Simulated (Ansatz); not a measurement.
# GaSiN (singlet): wave-function methods side by side, cc-pVTZ

One table from this session's results is given with a row withheld; the runs are named, their logs left out.

Program: Ansatz 0.2.0, Gaussian basis. Level of theory: cc-pVTZ, core rule «outside noble gas», up to 20 orbitals frozen. These are calculated values, not measurements.

Plan: UHF; CCSD(T) on RHF; BCCD(T) on RHF; CCSDT(Q) on RHF; CASSCF and NEVPT2, 12 electrons in 12 orbitals.

5 further runs of the same task are left out: 2 for a known fault of the program, 3 set aside as unsound or not needed.

### What is computed

The geometry is a PBE0/def2-TZVP stationary point (not a proven minimum). No spin-orbit coupling is included. The filled d shell of Ga may be among the frozen orbitals whatever the setting's name suggests; the logs give the count.

3 atoms, charge 0, spin multiplicity 1.

Atoms are counted from 1 here; the program's logs count them from 0.

Bond lengths: Ga1–N2 1.881 Å, N2–Si3 1.573 Å. Angles: Ga1–N2–Si3 180.0°.

The first run:

in.yaml reads:

```yaml
crystal:
  periodic: [false, false, false]
  atoms:
    - {symbol: Ga, position_ang: [0.000000, 0.000000, 1.778267]}
    - {symbol: N, position_ang: [0.000000, 0.000000, -0.102433]}
    - {symbol: Si, position_ang: [0.000000, 0.000000, -1.675833]}
basis:
  gaussian: {orbitals: cc-pVTZ}
magnetization: {spin_polarized: true, initial_magnetization: 0}
hamiltonian: {xc: hf}
output: {orbitals: {seedname: orbitals}}
```

The run is started by

```sh
$ ansatz run in.yaml --threads 1 --pin off --events-out ev --progress --plain --max-ram 4096MiB --backend cpu
```

Steps of the session up to this table: UHF; CCSD(T) on RHF; BCCD(T) on RHF; CCSDT(Q) on RHF; CASSCF and NEVPT2, 12 electrons in 12 orbitals.

One table of the session follows, with a row left open; its other results are not shown here.

```
        method  from RCCSDT(Q) (kJ/mol)
           RHF                  +1009.6
          RMP2                    +92.2
         RCCSD                    +61.8
      RCCSD(T)                     +5.9
       BCCD(T)                     +5.5
        RCCSDT                        ?
     RCCSDT(Q)                        0
CASSCF valence                   +578.6
NEVPT2 valence                   +149.6
```

**Question.** Estimate the row for RCCSDT.

**Answer.** from RCCSDT(Q) (kJ/mol): +5.7. In the column «from RCCSDT(Q) (kJ/mol)» it lies between BCCD(T) (+5.5) and RCCSD(T) (+5.9).

With the free atoms at the same levels and basis (separate runs), the atomisation energy is 9.154 eV at RCCSDT(Q), 9.133 eV at RCCSD(T), 5.210 eV at RHF.
